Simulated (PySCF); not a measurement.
F3VS, in a box:

```xyz
5
Lattice="12.0000 0.0000 0.0000 0.0000 12.0000 0.0000 0.0000 0.0000 12.0000" Properties=species:S:1:pos:R:3 pbc="T T T"
F     6.1451    5.2914    7.3825
V     5.8470    6.0527    5.8807
F     4.5518    7.1596    6.0263
F     5.4922    4.8824    4.6855
S     7.4742    7.0452    5.3362
```

Base run:

- Program: PySCF 2.14.0
- Functional: PBE
- Potentials or basis: 6-31g* (all-electron)
- k mesh: 1 × 1 × 1
- Occupations: fixed
- Spin: no spin polarisation

Its results: gap between the frontier levels 2.88 eV.

The run is repeated on the same cell with these changes: functional from PBE to B3PW91. What comes out?

Gap between the frontier levels 4.51 eV.

B3PW91 gives the wider gap, since exact exchange removes part of the self-interaction.

Caveats: this is a molecule in a periodic box at the Γ point, so its band gap is the HOMO-LUMO gap; the basis of atomic orbitals isn't converged, which shifts pressures, moduli and gaps.

